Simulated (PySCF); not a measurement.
# C2H7BSSn: the cost of one run

Programs: PySCF 2.14.0, with routines of our own; each step states its level. All values are computed. Atoms count from 0.

## Step 1: The starting structure

12 atoms, charge 0, multiplicity 1; geometry from: GFN2-xTB.

## Step 2: Geometry optimisation at PBE0-D3(BJ)/def2-SVP

The job: settings as JSON, then the geometry in Å.

```
{"job": {"xc": "PBE0", "basis": "def2-SVP", "d3": "d3bj", "grid": 1, "maxiter": 30, "shake": 0.01, "kind": "geom"}, "charge": 0, "multiplicity": 1}
B      1.990860     0.841550     0.674090
Sn     1.350460    -0.698100    -0.741820
S     -0.591780    -1.768020     0.322730
C     -1.796950    -0.561570     0.445830
C     -1.868410     0.642600    -0.082650
H      2.716960     0.599010     1.512340
H      1.481140     1.915210     0.643480
H      2.324360    -2.056730    -0.943820
H      0.872600    -0.320620    -2.303240
H     -2.654450    -0.953550     1.044070
H     -2.729270     1.283040     0.084810
H     -1.055820     1.048920    -0.664860
```

Launch:

```console
> OMP_NUM_THREADS=1 python heavy_run.py task.json out
```

One launch serves the whole session: the jobs run in the order shown.

Q: Estimate the wall time and peak memory of this first job on 1 thread of Intel Xeon 6975P-C, shared host.

About 45 s, with a peak of 0.52 GiB.
